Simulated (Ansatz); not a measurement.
# GePH (quintet): wave-function methods side by side, cc-pVDZ

One table from this session's results is given with a row withheld; the runs are named, their logs left out.

Program: Ansatz 0.2.0, Gaussian basis. Level of theory: cc-pVDZ, core rule «outside noble gas», up to 19 orbitals frozen. These are calculated values, not measurements.

To be run: UHF; CCSD(T) on ROHF; CCSD(T) on UHF; BCCD(T) on ROHF; CISD; CCSDT(Q) on ROHF; CCSDT(Q) on UHF; CASSCF and MRCISD+Q, 10 electrons in 9 orbitals; CASSCF and NEVPT2, 10 electrons in 9 orbitals.

17 further runs of the same task are left out: 4 that didn't finish, 13 set aside as unsound or not needed.

### The system

The geometry is a PBE0/def2-TZVP stationary point (not a proven minimum) of the parent state, kept for this charge and spin. No spin-orbit coupling is included. The filled d shell of Ge may be among the frozen orbitals whatever the setting's name suggests; the logs give the count.

3 atoms, charge 0, spin multiplicity 5.

Atoms are counted from 1 here; the program's logs count them from 0.

Bond lengths: Ge1–P2 2.321 Å, Ge1–H3 1.598 Å. Angles: P2–Ge1–H3 92.4°.

The first run:

Contents of in.yaml:

```yaml
crystal:
  periodic: [false, false, false]
  atoms:
    - {symbol: Ge, position_ang: [0.000000, -0.031660, 0.685831]}
    - {symbol: P, position_ang: [0.000000, 0.023387, -1.634127]}
    - {symbol: H, position_ang: [0.000000, 1.562951, 0.790027]}
basis:
  gaussian: {orbitals: cc-pVDZ}
magnetization: {spin_polarized: true, initial_magnetization: 4}
hamiltonian: {xc: hf}
output: {orbitals: {seedname: orbitals}}
```

Command:

```sh
> ansatz run in.yaml --threads 1 --pin off --events-out ev --progress --plain --max-ram 2393MiB
```

Among the steps run: UHF; CCSD(T) on ROHF; CCSD(T) on UHF; BCCD(T) on ROHF; CISD; CCSDT(Q) on ROHF; CCSDT(Q) on UHF; CASSCF and MRCISD+Q, 10 electrons in 9 orbitals; CASSCF and NEVPT2, 10 electrons in 9 orbitals.

One table of the session follows, with a row left open; its other results are not shown here.

| method | from UCCSDT(Q) (meV) |
| --- | --- |
| ROHF | +5000.8 |
| UHF | +4810.4 |
| RMP2 | +1114.5 |
| UMP2 | +1119.0 |
| CISD | +472.3 |
| RCCSD | +193.9 |
| UCCSD | +178.3 |
| RCCSD(T) | +49.7 |
| UCCSD(T) | +41.1 |
| BCCD(T) | +48.5 |
| RCCSDT | +17.7 |
| UCCSDT | +8.6 |
| RCCSDT(Q) | ? |
| UCCSDT(Q) | 0 |
| CASSCF valence | +3934.6 |
| NEVPT2 valence | +970.5 |
| MRCISD valence | +326.6 |
| MRCISD+Q valence | +20.5 |

Q: Estimate the row for RCCSDT(Q) from the others.

**Answer.** from UCCSDT(Q) (meV): +8.8. In the column «from UCCSDT(Q) (meV)» it lies between UCCSDT (+8.6) and RCCSDT (+17.7).

To keep in mind: Restricted and unrestricted rows rest on different reference determinants; where their highest levels disagree by more than a few hundredths of an eV, they describe different states and don't form one ladder.
